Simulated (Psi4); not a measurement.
# triplet BrCl: UCAM-B3LYP/def2-TZVPPD

Aim: a single-point energy of triplet BrCl. 

The results are computed with Psi4 1.11.

## 1. The system as given

BrCl: 2 atoms, total charge 0, spin state triplet. As SMILES of the parent species, `ClBr`. The bond length is the one measured for the parent species. That shape belongs to the parent species and isn't relaxed for this state.

Bond lengths: Cl1–Br2 2.136 Å.

## 2. A single-point energy at UCAM-B3LYP/def2-TZVPPD

brcl.xyz reads:

```xyz
2
BrCl
Cl     0.000000     0.000000     0.000000
Br     0.000000     0.000000     2.136065
```

brcl.py reads:

```python
import psi4

psi4.set_memory(1600000000)
psi4.set_num_threads(1)
psi4.core.set_output_file('run.log', False)

with open('brcl.xyz') as f:
    atoms = ''.join(f.readlines()[2:])
mol = psi4.geometry('0 3\n' + atoms + 'symmetry c1')

psi4.set_options({
    'basis': 'def2-TZVPPD',
    'reference': 'uks',
    'puream': True,
    'e_convergence': 1e-09,
    'd_convergence': 1e-08,
    'scf_type': 'pk',
    'dft_radial_points': 99,
    'dft_spherical_points': 590,
    'maxiter': 200,
})

energy_value, wavefunction = psi4.energy("cam-b3lyp", molecule=mol, return_wfn=True)
psi4.oeprop(wavefunction, "LOWDIN_CHARGES", "MAYER_INDICES", "DIPOLE")
print(f'total energy {energy_value:.8f} hartree = {energy_value * 27.211386:.5f} eV')
```

On the command line:

```
$ python brcl.py
```

run.log:

```text
[...]
  Running in c1 symmetry.
[...]
  Nuclear repulsion =  147.402087646513593
[...]
  Multiplicity = 3
[...]
  Nalpha       = 27
  Nbeta        = 25
[...]
    Number of basis functions: 108
[...]
   @UKS iter   1: -3034.10381089990460   -1.20784e+00   1.35634e-02 DIIS/ADIIS
[...]
   @UKS iter  13: -3034.39270635212688   -1.45519e-11   5.16477e-09 DIIS
[...]
   @S^2 Observed:                2.007612491E+00
[...]
    Orbital Energies [Eh]
    ---------------------
    Alpha Occupied:
       1A   -482.979285     2A   -101.627683     3A    -62.619934
       4A    -56.438323     5A    -56.437386     6A    -56.433168
       7A     -9.560880     8A     -8.823544     9A     -7.323131
      10A     -7.322345    11A     -7.311911    12A     -6.653103
      13A     -6.650810    14A     -6.638922    15A     -2.771792
      16A     -2.771321    17A     -2.762596    18A     -2.760928
      19A     -2.758602    20A     -0.995549    21A     -0.859729
      22A     -0.540811    23A     -0.488535    24A     -0.462333
      25A     -0.397353    26A     -0.367208    27A     -0.263942
    Alpha Virtual:
[...]
  @UKS Final Energy: -3034.39270635212688
   => Energetics <=
    Nuclear Repulsion Energy =            147.4020876465135927
    One-Electron Energy =               -4510.2304498226203577
    Two-Electron Energy =                1421.6357496323257692
    DFT Exchange-Correlation Energy =     -93.2000938083462529
    Empirical Dispersion Energy =           0.0000000000000000
    VV10 Nonlocal Energy =                  0.0000000000000000
    Total Energy =                      -3034.3927063521268792
[...]
 Multipole Moments:
 ------------------------------------------------------------------------------------
     Multipole            Electronic (a.u.)      Nuclear  (a.u.)        Total (a.u.)
 ------------------------------------------------------------------------------------
 L = 1.  Multiply by 2.5417464519 to convert [e a0] to [Debye]
 Dipole X            :          0.0000000            0.0000000            0.0000000
 Dipole Y            :          0.0000000            0.0000000            0.0000000
 Dipole Z            :          4.3929819           -4.1717849            0.2211970
 Magnitude           :                                                    0.2211970
[...]
```

Standard output:

```text
total energy -3034.39270635 hartree = -82570.03121 eV
```

It took 22 s on 1 thread of Intel Xeon 6975P-C (Granite Rapids), shared host; peak memory 0.72 GiB.

## 3. Outcome

Level: UCAM-B3LYP/def2-TZVPPD.

```
                          quantity           value
                      total energy  -3034.39271 Eh
                     dipole moment          0.56 D
HOMO energy (highest over α and β)        -7.18 eV
 LUMO energy (lowest over α and β)        -4.87 eV
                              ⟨S²⟩           2.008
```
